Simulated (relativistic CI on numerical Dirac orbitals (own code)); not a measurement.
# Sm⁴⁷⁺: how the levels respond to the fine-structure constant and the nuclear radius

Aim: the factor q = dE/dx of each excitation energy, x = (α/α0)² − 1, by finite differences, and the field-shift factor by the mean square nuclear radius, for the lowest 30 levels.

Method: Dirac-Coulomb-Breit CI, KLI orbitals optimised for each configuration, derivatives by finite differences. Code: relativistic CI on numerical Dirac orbitals (own code) version 4.

### Step 1. The atom as given

```
ion                 : Sm⁴⁷⁺ (Sm XLVIII)
nuclear charge      : 62
electrons           : 15
isotope             : A = 152
first configuration : [Ne] 3s2 3p3
```

Outer shells as boxes (Hund's rule):

[Ne] 3s2 3p3
```
[Ne] core
3s [↑↓]
3p [↑ ][↑ ][↑ ]
```

### Step 2. Levels and derivatives

Settings, as recorded:

```ini
atom Sm  Z=62  charge=47  electrons=15
nucleus A=152  rms_radius_fm=5.0819
hamiltonian dirac-coulomb  breit=on  qed=off  c_scale=1
orbitals kli  potential=per-configuration
slater_scale 1
correlation none
mixing on
configurations
  [Ne] 3s2 3p3
  [Ne] 3s 3p4
  [Ne] 3s2 3p2 3d
  [Ne] 3p5
  [Ne] 3s 3p3 3d
  [Ne] 3p4 3d
  [Ne] 3s2 3p 3d2
  [Ne] 3s2 3d3
  [Ne] 3s 3p 3d3
  [Ne] 3p3 3d2
  [Ne] 3p2 3d3
end
derivatives alpha2 +-0.01 radius +-1%
```

Launch:

```sh
> python run_levels.py task.json out
```

task.json lists these runs, among others, and the program works through them in turn.

Q: Predict the outcome of this session. Wanted: lowest level; largest q in size, lowest 30 levels; largest K in size within the lowest configuration; largest field-shift factor among them.

As calculated:

| quantity | value |
| --- | --- |
| lowest level | 3p3 [3p3/2] J=3/2° |
| largest q in size, lowest 30 levels | 2.897e+06 cm⁻¹ (3s 3p4 2D5/2) |
| largest K in size within the lowest configuration | 2.45 (3p3 [3p1/2 3p3/2^2] J=3/2°) |
| largest field-shift factor among them | -2.16e+03 GHz/fm² (3s 3p3 3d [3s 3p3/2 3d3/2] J=1/2°) |

**Reading.** Among these levels the largest q belongs to 3s 3p4 2D5/2, a change of configuration. K = 2q/E, the relative sensitivity of a level, hangs on the computed energy: between configurations that lie close it can be off by a factor of several.
